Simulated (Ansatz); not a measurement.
# F3GeH3OSi: how energies converge with the basis set

The task here is to estimate one member of a computed series from the others.

Program: Ansatz 0.2.0, Gaussian basis. Level of theory: one geometry, several basis sets. These are calculated values, not measurements.

Plan: PBE0-D4/def2-SVP; ωB97M-V/def2-SVP; PBE0-D4/def2-QZVPP; ωB97M-V/def2-QZVPP; the functionals' def2-TZVPP values are taken from earlier runs.

## Structure used throughout

The geometry comes from an earlier relaxation with PBE0-D4 in a triple-zeta def2 set; it is a stationary point, not always the lowest conformer.

SMILES `[F][Ge]([F])([F])[O][SiH3]`, 9 atoms, charge 0, spin multiplicity 1.

Atoms are counted from 1 here; the program's logs count them from 0.

Bond lengths: F1–Ge2 1.698 Å, Ge2–F3 1.703 Å, Ge2–F4 1.698 Å, Ge2–O5 1.712 Å, O5–Si6 1.659 Å, Si6–H7 1.483 Å, Si6–H8 1.483 Å, Si6–H9 1.479 Å. Angles: F1–Ge2–F3 108.0°, F1–Ge2–F4 107.5°, F1–Ge2–O5 110.8°, F3–Ge2–F4 108.0°, F3–Ge2–O5 111.5°, F4–Ge2–O5 110.8°, Ge2–O5–Si6 137.6°, O5–Si6–H7 109.7°, O5–Si6–H8 109.7°, O5–Si6–H9 106.2°, H7–Si6–H8 109.8°, H7–Si6–H9 110.7°, H8–Si6–H9 110.7°.

Set-up of the first run:

in.yaml

```yaml
crystal:
  periodic: [false, false, false]
  atoms:
    - {symbol: F, position_ang: [2.718574, -0.752049, -0.074700]}
    - {symbol: Ge, position_ang: [1.120211, -0.847081, -0.638913]}
    - {symbol: F, position_ang: [0.995473, 0.123512, -2.033118]}
    - {symbol: F, position_ang: [0.833348, -2.457503, -1.093445]}
    - {symbol: O, position_ang: [0.016929, -0.350010, 0.571754]}
    - {symbol: Si, position_ang: [-1.148665, 0.814325, 0.763076]}
    - {symbol: H, position_ang: [-2.201558, 0.642151, -0.267011]}
    - {symbol: H, position_ang: [-0.537218, 2.159501, 0.636436]}
    - {symbol: H, position_ang: [-1.708493, 0.620854, 2.118819]}
basis:
  gaussian: {orbitals: def2-SVP}
hamiltonian: {xc: pbe0, dispersion: d4}
output: {orbitals: {seedname: orbitals}}
```

On the command line:

```console
$ ansatz run in.yaml --threads 4 --pin off --events-out ev --progress --plain --max-ram 11315MiB
```

Among the steps run: PBE0-D4 in def2-SVP; ωB97M-V in def2-SVP; PBE0-D4 in def2-QZVPP; ωB97M-V in def2-QZVPP.

One of the session's tables, all rows but one given; the rest of the session is left out.

It belongs to the step «Functionals by basis». 

```
functional       basis  HOMO (eV)
   PBE0-D4    def2-SVP      -9.62
   PBE0-D4  def2-TZVPP      -9.66
   PBE0-D4  def2-QZVPP          ?
   ωB97M-V    def2-SVP     -11.87
   ωB97M-V  def2-TZVPP     -11.96
   ωB97M-V  def2-QZVPP     -11.98
```

Estimate the missing values for PBE0-D4, def2-QZVPP.

As computed: HOMO (eV): -9.68. In the column «HOMO (eV)» it lies between ωB97M-V, def2-SVP (-11.87) and PBE0-D4, def2-TZVPP (-9.66).
